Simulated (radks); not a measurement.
**Valence configurations of Fe**

One table from this session's results is given with a row withheld; the runs are named, their logs left out.

Program: radks (a radial shooting solver on a logarithmic mesh, Libxc functionals) version 1. Level of theory: non-relativistic Kohn-Sham, BLYP, spin-polarised, spherical densities, point nucleus; open shells are filled with parallel spins first. These are calculated values, not measurements, unless marked.

### What is computed

| Property | Result |
| --- | --- |
| element | iron (Z = 26) |
| charge | 0 |
| electrons | 26 |
| configuration | [Ar] 3d6 4s2 |
| others tried | 3d6 4s1.5 4p0.5; 3d6 4s1 4p1; 3d7 4s1; 3d8; 3d4 4s2 4p2; 3d4 4s1.5 4p2.5; 3d5 4s2 4p1; 3d5 4s1 4p2; 3d5.5 4s1 4p1.5 |

Outer shells as boxes (Hund's rule):

Fe
```
[Ar] core
3d [↑↓][↑ ][↑ ][↑ ][↑ ]
4s [↑↓]
```

The first run:

Settings of this run:

```text
Z 26
configuration [Ar] 3d6 4s2
relativity non-relativistic
functional b88,lyp
spin polarised
nucleus point
```

Steps of the session up to this table: [Ar] 3d6 4s2.

One of the session's tables, all rows but one given; the rest of the session is left out.

It belongs to the step «[Ar] 3d6 4s2». Sizes of the orbitals, from the radial functions (bohr):

| level | <r> | outermost maximum (interpolated) | 90 % within | nodes |
| --- | --- | --- | --- | --- |
| 3s up | 0.8185 | 0.707 | 1.23 | 2 |
| 3s down | ? | ? | ? | ? |
| 3p up | 0.8594 | 0.715 | 1.33 | 1 |
| 3p down | 0.8663 | 0.717 | 1.34 | 1 |
| 3d up | 1.104 | 0.704 | 1.93 | 0 |
| 3d down | 1.211 | 0.715 | 2.19 | 0 |
| 4s up | 2.964 | 2.38 | 4.55 | 3 |
| 4s down | 3.124 | 2.50 | 4.81 | 3 |

Q: Estimate the row for 3s down from the others.

As computed: <r>: 0.8223; outermost maximum (interpolated): 0.708; 90 % within: 1.23; nodes: 2. In the column «<r>» it lies between 3s up (0.8185) and 3p up (0.8594).
